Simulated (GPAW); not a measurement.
HPbNO4:

```
H Pb N O
1.0
     3.85404    0.14384    0.09012
    -0.25320    5.52698    0.16471
    -0.48197   -1.92720    5.72025
H Pb N O
1 1 1 4
Cartesian
  -0.0083 2.5983 3.2335
  2.1473 2.6778 1.0046
  2.8237 3.6046 5.7249
  -0.4057 -0.9417 5.0623
  2.7256 -0.0852 0.8025
  -0.5912 2.3982 5.1009
  0.1280 2.5704 2.2622
```

The cell was built by a generator and needn't be a form met in nature.

Base run:

| Item | Value |
| --- | --- |
| Program | GPAW 26.7.0 |
| Functional | revPBE |
| Potentials or basis | the program's PAW data sets (release 1.2.1) made for this functional |
| Cutoff | 800 eV |
| Basis | pw |
| k mesh | 5 × 4 × 4 |
| Occupations | fermi-dirac, width 0.05 eV |
| Spin | no spin polarisation |

Its results: band gap on the k mesh 3.17 eV, indirect (least direct gap 3.24 eV); pressure 1.3 GPa; largest force 0.247 eV/Å.

Q: The run is repeated on the same cell with these changes: functional from revPBE to LDA. What comes out?

A: Band gap on the k mesh 3.09 eV, indirect (least direct gap 3.16 eV); pressure -4.7 GPa; largest force 0.935 eV/Å.

LDA binds more tightly than revPBE, so the same cell stands under less pressure.

Caveats: spin-orbit coupling is left out, which as a rule narrows the gap of such compounds by several tenths of an eV.
